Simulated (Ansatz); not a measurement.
**YTaP (element-swapped structure): how the settings move a single-point run, part 1 of 2**

Aim: see which settings change the result for YTaP (element-swapped structure), by how much, and at what cost.

Computed with Ansatz 0.2.0 (reference: DFT r2SCAN, plane waves, PAW, scalar-relativistic, no spin polarisation, unless a step's input says otherwise).

### 1 The starting structure

Symmetry: P4/nmm, No. 129, tetragonal system. Conventional cell: a = 3.587 Å, b = 3.587 Å, c = 9.081 Å, α = 90.00°, β = 90.00°, γ = 90.00°. Y (site symmetry 4mm) has 1 P at 2.57 Å as nearest neighbours. Around Ta (site symmetry 4mm) lie 5 P at 2.56 to 2.57 Å. P (site symmetry 4mm) has 5 Ta at 2.56 to 2.57 Å and 1 Y at 2.57 Å as nearest neighbours.

Coordinates:

```
Y Ta P
1.0
     3.58680    0.00000    0.00000
     0.00000    3.58680    0.00000
     0.00000    0.00000    9.08050
Y Ta P
2 2 2
Direct
  0.00000 0.50000 0.90000
  0.50000 0.00000 0.10000
  0.00000 0.50000 0.33500
  0.50000 0.00000 0.66500
  0.00000 0.50000 0.61700
  0.50000 0.00000 0.38300
```

### 2 The reference run

input.yaml

```yaml
crystal:
  lattice:
    - [3.586798, 0.0, 0.0]
    - [0.0, 3.586798, 0.0]
    - [0.0, 0.0, 9.080501]
  atoms:
    - { symbol: "Y", position: [0.0, 0.5, 0.9] }
    - { symbol: "Y", position: [0.5, 0.0, 0.1] }
    - { symbol: Ta, position: [0.0, 0.5, 0.335] }
    - { symbol: Ta, position: [0.5, 0.0, 0.665] }
    - { symbol: P, position: [0.0, 0.5, 0.617] }
    - { symbol: P, position: [0.5, 0.0, 0.383] }
  symmetry: { tolerance: 0.0003 }
kpoints:
  mp_grid: { grid: [5, 5, 2], shift: [0, 0, 0] }
magnetization:
  spin_polarized: false
scf:
  occupations: { method: gaussian, width: 0.0157 }
hamiltonian:
  pseudopotentials: { kind: paw }
  xc: r2scan
basis:
  ecutwfc: 500
output:
  forces: true
  stress: true
  eigenvalues: true
```

The run is started by

```console
$ ansatz run input.yaml --threads 1 --pin off --max-ram 2560MiB --backend cpu --events-out ev --progress --plain --runs-dir out
```

Standard output (excerpt; [...] marks lines left out):

```text
Warning: RAYON_NUM_THREADS=1 ignored (pool sized by the plan → 1); use --threads N
[...]
Pseudopotentials: kind: paw
Pseudopotential: Y, paw, valence charge 11, recommended cutoff 500 eV (meta_gga), Y.paw.azcp
Pseudopotential: Ta, paw, valence charge 13, recommended cutoff 500 eV (meta_gga), Ta.paw.azcp
Pseudopotential: P, paw, valence charge 5, recommended cutoff 500 eV (meta_gga), P.paw.azcp
Functional definition: r2SCAN
[...]
Crystal: 6 atoms, lattice volume = 116.822 Å³
Basis set: ecut = 500 eV, 3001 PW (Γ), exchange–correlation on 108×108×288 points (64 copies of the dense FFT grid, shifted against one another)
Bands: 35, of which v1, the nominal top of the filled ones, is band 29 counted from 1 (28 counted from 0)
Symmetry: 16 space group operations
Space group: P4/nmm (ITA 129), of the structure as read, at distance tolerance 1.5e-3 Å
k-points: 12 of 50
[...]
SCF iter   1: F=—  HF=-29127.631770 eV  |F-HF|=—  |Δ(HF+E_count)|=         —  Δρ=9.63e-3  dr2=7.91e-1  dr2_τ=6.52e-2  ethr=1.77e-3  ⟨swp⟩=8.1  Hψ=1981  notcnv=0
[...]
SCF iter   8: F=-29127.787068 eV  HF=-29127.787068 eV  |F-HF|=2.31e-8  |Δ(HF+E_count)|=   8.59e-8  Δρ=5.04e-6  dr2=5.47e-8  dr2_τ=2.39e-9  ethr=1.72e-10  ⟨swp⟩=6.9  Hψ=1966  notcnv=0
[...]
SCF converged after 8 iterations
Free energy (F): -29127.787068 eV
[...]
E sigma→0 (E₀):  -29127.786504 eV
Entropy (-TS):   -0.001129 eV (-0.188 meV/atom)
Fermi energy:    14.053034 eV
[...]
--- Forces (eV/Å), atoms counted from 1 ---
  atom   1  Y      0.00000000     0.00000000     0.53192145
  atom   2  Y      0.00000000     0.00000000    -0.53192145
  atom   3  Ta     0.00000000     0.00000000     0.42877349
  atom   4  Ta     0.00000000     0.00000000    -0.42877349
  atom   5  P      0.00000000     0.00000000    -1.29077749
  atom   6  P      0.00000000     0.00000000     1.29077749
[...]
--- Stress (GPa, compression-positive) ---
        1.816367       0.000000       0.000000
        0.000000       1.816367       0.000000
        0.000000       0.000000      13.162655
  P = ⅓ Tr σ = 5.5985 GPa (55.985 kbar)
--- Band table (eV; the first three rows and the last of 12) ---
[...]
```

Wall time 7.9 s (1 thread of Arm Neoverse V2, shared host); peak memory 0.61 GiB.

### 3 Changing settings: xc lda

Changes to input.yaml since step 2:

```diff
@@ -21,3 +21,3 @@
   pseudopotentials: { kind: paw }
-  xc: r2scan
+  xc: lda
 basis:
@@ -28 +28,5 @@
   eigenvalues: true
+  write_density: true
+  write_potential: true
+  elf: true
+  volumetric_format: npy
```

The run is started by

```console
$ ansatz run input.yaml --threads 1 --pin off --max-ram 2560MiB --backend cpu --events-out ev --progress --plain --runs-dir out
```

Standard output (excerpt; [...] marks lines left out):

```text
Warning: RAYON_NUM_THREADS=1 ignored (pool sized by the plan → 1); use --threads N
[...]
[... 1 set-up line as earlier in the session ...]
Pseudopotential: Y, paw, valence charge 11, recommended cutoff 420 eV (normal), Y.paw.azcp
Pseudopotential: Ta, paw, valence charge 13, recommended cutoff 420 eV (normal), Ta.paw.azcp
Pseudopotential: P, paw, valence charge 5, recommended cutoff 420 eV (normal), P.paw.azcp
Functional definition: SPW92
[...]
Crystal: 6 atoms, lattice volume = 116.822 Å³
Basis set: ecut = 500 eV, 3001 PW (Γ)
Bands: 35, of which v1, the nominal top of the filled ones, is band 29 counted from 1 (28 counted from 0)
[... 2 set-up lines as earlier in the session ...]
k-points: 12 of 50
[...]
SCF iter   1: F=—  HF=-28310.034503 eV  |F-HF|=—  |Δ(HF+E_count)|=         —  Δρ=1.01e-2  dr2=9.11e-1  ethr=1.77e-3  ⟨swp⟩=7.9  Hψ=1937  notcnv=0
[...]
SCF iter   8: F=-28309.949393 eV  HF=-28309.949393 eV  |F-HF|=2.82e-8  |Δ(HF+E_count)|=   1.45e-8  Δρ=2.46e-6  dr2=3.15e-8  ethr=1.72e-10  ⟨swp⟩=8.0  Hψ=2410  notcnv=0
[...]
SCF converged after 8 iterations
Free energy (F): -28309.949393 eV
[...]
E sigma→0 (E₀):  -28309.948292 eV
Entropy (-TS):   -0.002201 eV (-0.367 meV/atom)
Fermi energy:    13.744454 eV
[...]
--- Forces (eV/Å), atoms counted from 1 ---
  atom   1  Y      0.00000000     0.00000000     0.26101545
  atom   2  Y      0.00000000     0.00000000    -0.26101545
  atom   3  Ta    -0.00000000     0.00000000     0.64093606
  atom   4  Ta     0.00000000     0.00000000    -0.64093606
  atom   5  P      0.00000000     0.00000000    -1.28273708
  atom   6  P      0.00000000     0.00000000     1.28273708
[...]
--- Stress (GPa, compression-positive) ---
       -4.992006       0.000000       0.000000
        0.000000      -4.992006       0.000000
        0.000000       0.000000       4.337085
  P = ⅓ Tr σ = -1.8823 GPa (-18.823 kbar)
--- Band table (eV; the first three rows and the last of 12) ---
[...]
```

Run time: 5 s. Hardware: 1 thread of Arm Neoverse V2, shared host; peak memory 0.38 GiB.

Total energies don't compare across a change of functional; the pressure goes from 5.6 to -1.9 GPa. At this fixed cell a lower pressure means that this functional prefers a smaller volume than the reference.

### 4 Changing settings: hubbard.sites [{species: Y, l: d, u_eff: 5.0}], hubbard.double_counting fll

Changes to input.yaml since step 2:

```diff
@@ -22,2 +22,3 @@
   xc: r2scan
+  hubbard: { sites: [{ species: "Y", l: d, u_eff: 5.0 }], double_counting: fll }
 basis:
```

The run is started by

```console
$ ansatz run input.yaml --threads 1 --pin off --max-ram 2560MiB --backend cpu --events-out ev --progress --plain --runs-dir out
```

Standard output (excerpt; [...] marks lines left out):

```text
Warning: RAYON_NUM_THREADS=1 ignored (pool sized by the plan → 1); use --threads N
Y: projections on atomic orbitals take those of the free atom [Ar 3d10] 4s2 4p6 4d1 5s2, of charge +0.00 (hamiltonian.pseudopotentials.projection_atoms); the dataset's partial waves leave at most 3.7e-6 of an orbital's norm unspanned inside its sphere
Ta: projections on atomic orbitals take those of the free atom [Kr 4d10 4f14] 5s2 5p6 5d3 6s2, of charge +0.00 (hamiltonian.pseudopotentials.projection_atoms); the dataset's partial waves leave at most 6.0e-5 of an orbital's norm unspanned inside its sphere
P: projections on atomic orbitals take those of the free atom [Ne] 3s2 3p3, of charge +0.00 (hamiltonian.pseudopotentials.projection_atoms); the dataset's partial waves leave at most 1.0e-7 of an orbital's norm unspanned inside its sphere
[...]
[... 1 set-up line as earlier in the session ...]
[...]
SCF iter  10: F=-29119.027445 eV  HF=-29119.027445 eV  |F-HF|=6.95e-10  |Δ(HF+E_count)|=   9.42e-9  Δρ=1.89e-6  dr2=3.42e-9  dr2_τ=3.75e-10  ethr=1.72e-10  ⟨swp⟩=13.1  Hψ=2394  notcnv=0
[...]
SCF converged after 10 iterations
Free energy (F): -29119.027445 eV
[...]
E sigma→0 (E₀):  -29119.026881 eV
Entropy (-TS):   -0.001129 eV (-0.188 meV/atom)
Fermi energy:    14.509559 eV
[...]
--- Forces (eV/Å), atoms counted from 1 ---
  atom   1  Y      0.00000000     0.00000000     0.25511132
  atom   2  Y     -0.00000000     0.00000000    -0.25511132
  atom   3  Ta     0.00000000     0.00000000     0.47291987
  atom   4  Ta     0.00000000     0.00000000    -0.47291987
  atom   5  P      0.00000000     0.00000000    -1.50532493
  atom   6  P      0.00000000     0.00000000     1.50532493
[...]
--- Stress (GPa, compression-positive) ---
        6.448466       0.000000       0.000000
        0.000000       6.448466       0.000000
        0.000000       0.000000      19.341864
  P = ⅓ Tr σ = 10.7463 GPa (107.463 kbar)
--- Band table (eV; the first three rows and the last of 12) ---
[...]
Occupation matrices written to <dir>
```

Run time: 11 s. Hardware: 1 thread of Arm Neoverse V2, shared host; peak memory 0.67 GiB.

Changing the Hubbard U moves the energy by +1.46 eV/atom, and the pressure goes from 5.6 to 10.7 GPa and the largest force goes from 1.29 to 1.51 eV/Å. The U term adds an energy of its own, so the shift says nothing about which run is better. Cost: 10 SCF cycles against 8, 11 s against 7.9 s.

(Continued in part 2 of 2.)
